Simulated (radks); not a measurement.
# Gd in [Xe] 4f7 5d1 6s2: an all-electron calculation

An exercise on one series of results from a longer session: the logs are not shown, and one member is left open.

Program: radks (a radial shooting solver on a logarithmic mesh, Libxc functionals) version 1. Level of theory: scalar-relativistic Kohn-Sham, r2SCAN, spin-unpolarised, spherical densities, finite nucleus. These are calculated values, not measurements, unless marked.

## The system

- element: gadolinium (Z = 64)
- charge: 0
- electrons: 64
- configuration: [Xe] 4f7 5d1 6s2
- nuclear rms radius: 5.1569 fm

The outer shells:

Gd
```
[Xe] core
4f [↑ ][↑ ][↑ ][↑ ][↑ ][↑ ][↑ ]
5d [↑ ][  ][  ][  ][  ]
6s [↑↓]
```

Set-up of the first run:

The run's settings:

```text
Z 64
configuration [Xe] 4f7 5d1 6s2
relativity scalar-relativistic
functional r2scan,r2scan
spin unpolarised
nucleus finite rms 5.1569 fm
c 137.035999084
```

Started as:

```console
> python run_ks.py task.json out
```

All runs below come from this command, one after another.

One of the session's tables, all rows but one given; the rest of the session is left out.

It belongs to the step «Orbitals and density». Sizes of the orbitals, from the radial functions (bohr):

| level | <r> | outermost maximum (interpolated) | 90 % within | nodes |
| --- | --- | --- | --- | --- |
| 1s | 0.02191 | 0.0139 | 0.0396 | 0 |
| 2s | ? | ? | ? | ? |
| 2p | 0.08238 | 0.0640 | 0.134 | 0 |
| 3s | 0.2440 | 0.224 | 0.358 | 2 |
| 3p | 0.2427 | 0.220 | 0.363 | 1 |
| 3d | 0.2212 | 0.180 | 0.344 | 0 |
| 4s | 0.5530 | 0.516 | 0.793 | 3 |
| 4p | 0.5851 | 0.538 | 0.850 | 2 |
| 4d | 0.6362 | 0.559 | 0.955 | 1 |
| 5s | 1.337 | 1.20 | 1.93 | 4 |
| 5p | 1.559 | 1.35 | 2.28 | 3 |
| 4f | 0.8655 | 0.567 | 1.48 | 0 |
| 6s | 4.044 | 3.45 | 5.95 | 5 |
| 5d | 2.824 | 1.93 | 4.67 | 2 |

Q: Estimate the row for 2s from the others.

**Answer.** <r>: 0.09326; outermost maximum (interpolated): 0.0790; 90 % within: 0.144; nodes: 1. In the column «<r>» it lies between 2p (0.08238) and 3d (0.2212).

Limits of these values: Spin polarisation and multiplet splitting are left out.
